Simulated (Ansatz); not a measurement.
**CH8OSiSn: one species, many methods**

How much do the methods differ for CH8OSiSn? The plan is to run it at one geometry with functionals of several rungs and with coupled cluster, and see how far each lands from CCSD(T) at the basis-set limit for the atomisation energy.

Method: functionals in def2-TZVPP, the program's frozen cores in correlated methods; program: Ansatz 0.2.0, Gaussian basis.

The runs, in order: PBE-D4, r2SCAN-D4, PBE0-D4, B3LYP-D4, ωB97X-V, ωB97M-V, B2PLYP; CCSD(T)/def2-TZVPP; MP2/def2-QZVPP; extrapolation to the limit.

## (1) Structure used throughout

All runs share one geometry, relaxed beforehand with PBE0-D4 in a triple-zeta def2 set. Sn takes the def2 core potential; no spin-orbit term is included.

SMILES `CO[SiH2][SnH3]`, 12 atoms, charge 0, spin multiplicity 1.

Atoms are counted from 1 here; the program's logs count them from 0.

Bond lengths: C1–O2 1.408 Å, C1–H5 1.096 Å, C1–H6 1.097 Å, C1–H7 1.091 Å, O2–Si3 1.646 Å, Si3–Sn4 2.576 Å, Si3–H8 1.483 Å, Si3–H9 1.493 Å, Sn4–H10 1.711 Å, Sn4–H11 1.709 Å, Sn4–H12 1.709 Å. Angles: O2–C1–H5 111.5°, O2–C1–H6 111.6°, O2–C1–H7 108.2°, H5–C1–H6 108.4°, H5–C1–H7 108.6°, H6–C1–H7 108.4°, C1–O2–Si3 122.8°, O2–Si3–Sn4 112.1°, O2–Si3–H8 106.0°, O2–Si3–H9 110.5°, Sn4–Si3–H8 110.6°, Sn4–Si3–H9 108.4°, H8–Si3–H9 109.2°, Si3–Sn4–H10 111.9°, Si3–Sn4–H11 111.8°, Si3–Sn4–H12 110.2°, H10–Sn4–H11 107.4°, H10–Sn4–H12 107.3° and more.

## (2) PBE-D4 (GGA)

Contents of in.yaml:

```yaml
crystal:
  periodic: [false, false, false]
  atoms:
    - {symbol: C, position_ang: [-0.882354, 1.809838, 0.220213]}
    - {symbol: O, position_ang: [-1.271912, 0.563218, 0.746469]}
    - {symbol: Si, position_ang: [-0.201754, -0.650815, 1.047166]}
    - {symbol: Sn, position_ang: [1.017555, -1.421261, -1.087372]}
    - {symbol: H, position_ang: [-0.165206, 2.317221, 0.875871]}
    - {symbol: H, position_ang: [-0.429685, 1.704348, -0.773326]}
    - {symbol: H, position_ang: [-1.772189, 2.434355, 0.129421]}
    - {symbol: H, position_ang: [-0.997439, -1.762288, 1.622448]}
    - {symbol: H, position_ang: [0.821343, -0.212209, 2.042271]}
    - {symbol: H, position_ang: [1.935036, -0.159917, -1.789829]}
    - {symbol: H, position_ang: [-0.074572, -1.982877, -2.275343]}
    - {symbol: H, position_ang: [2.098175, -2.695014, -0.723986]}
basis:
  gaussian: {orbitals: def2-TZVPP}
hamiltonian: {xc: pbe, dispersion: d4}
output: {forces: true, orbitals: {seedname: orbitals}}
```

Launch:

```sh
$ ansatz run in.yaml --threads 4 --pin off --events-out ev --progress --plain --max-ram 10444MiB
```

The runs that follow: r2SCAN-D4 (meta-GGA); PBE0-D4 (hybrid); B3LYP-D4 (hybrid); ωB97X-V (range-separated); ωB97M-V (range-separated); B2PLYP (double hybrid); CCSD(T) in def2-TZVPP; MP2 in def2-QZVPP.

**Question.** What will the summary of the whole plan be? Wanted: atomisation energy, CCSD(T)/CBS; farthest; mean size of error, hybrid; mean size of error, range-separated; gap, smallest and largest; T1 diagnostic; triples share of the correlation energy.

**Answer**, as computed:

```
                               quantity                                          value
        atomisation energy, CCSD(T)/CBS                                      39.053 eV
    functionals within 0.391 eV (1.0 %)  PBE-D4, r2SCAN-D4, B3LYP-D4, ωB97X-V, ωB97M-V
                               farthest                             B2PLYP (-0.789 eV)
             mean size of error, hybrid                                       0.443 eV
    mean size of error, range-separated                                       0.132 eV
              gap, smallest and largest           5.05 eV (PBE-D4), 11.22 eV (ωB97X-V)
                          T1 diagnostic                                         0.0129
triples share of the correlation energy                                          3.1 %
```

PBE-D4 is off by -0.224 eV. Double hybrids carry the basis error of their MP2 part in triple zeta, and no dispersion term here, so their miss is partly the set-up's. The reference freezes the cores and leaves out spin-orbit coupling and excitations past (T), and its outer-core shells are covered unevenly, so misses under about 0.391 eV can't be ranked. All levels share the lack of spin-orbit coupling, which lowers the free heavy atoms and so the true binding. Hartree-Fock recovers 73 % of the binding; the rest is correlation. Orbital gaps span 5.0 to 11.2 eV; exact exchange widens them. Correlated methods include outer-core shells of Sn, which these sets cover unevenly.
